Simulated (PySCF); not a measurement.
# F2Lu (Lu(F)2+): the cost of one run

Computed with PySCF 2.14.0. Level: PBE0, Lu def2-SVP with ECP28, F def2-SVP; scalar-relativistic core potentials, no spin–orbit coupling.

## 1. Starting geometry

3 atoms, charge 1, spin multiplicity 1.

Bond lengths: Lu1–F2 2.034 Å, Lu1–F3 2.034 Å. Angles: F2–Lu1–F3 131.8°.

Geometry (Å):

```xyz
3

Lu    0.0000    0.0000    0.0000
F     1.8565    0.0000    0.8308
F    -1.8565    0.0000    0.8308
```

Formal oxidation states: Lu +3.

## 2. SCF at the start, singlet

Contents of run.py (the lines that set the calculation):

```python
mol = gto.M(atom='''
Lu     0.00000     0.00000     0.00000
F      1.85650     0.00000     0.83080
F     -1.85650     0.00000     0.83080''',
    basis={'Lu': 'def2-SVP', 'F': 'def2-SVP'},
    ecp={'Lu': 'def2-SVP'},
    charge=1, spin=0)
mf = dft.RKS(mol, xc='PBE0')
mf.grids.atom_grid = (50, 194)  # f atoms: unpruned, at least (60, 302)
mf = mf.density_fit()  # fitting sets: Lu def2-universal-JKFIT, F def2-universal-JKFIT
mf.conv_tol = 1e-08; mf.max_cycle = 55
mf.kernel(dm0)  # dm0: free metal ions and neutral atoms
```

Command:

```bash
$ OMP_NUM_THREADS=2 python run.py
```

**Question.** How long does this run take on 2 threads of Intel Xeon Platinum 8488C (Sapphire Rapids), shared host, and how much memory does it need?

About 7.4 s, with a peak of 0.43 GiB.
